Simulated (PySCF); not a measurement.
# CdF (CdF): the cost of one run

Programs: PySCF 2.14.0, with routines of our own; each step states its level. All values are computed. Atoms count from 0.

## 1. The starting structure

2 atoms, charge 0, multiplicity 2; geometry from: GFN2-xTB.

## 2. Optimising the geometry at PBE0-D3(BJ)/def2-SVP

What the job is given:

```
{"job": {"xc": "PBE0", "basis": "def2-SVP", "d3": "d3bj", "grid": 1, "maxiter": 30, "shake": 0.01, "kind": "geom"}, "charge": 0, "multiplicity": 2}
F      1.082990    -0.029220     0.002270
Cd    -1.065500     0.000410    -0.014390
```

On the command line:

```bash
$ OMP_NUM_THREADS=1 python heavy_run.py task.json out
```

The driver reads the jobs from task.json and runs them one after another.

**Question.** How long does this first job take on 1 thread of Arm Neoverse V1, shared host, and how much memory does it need?

About 4.6 s, with a peak of 0.27 GiB.
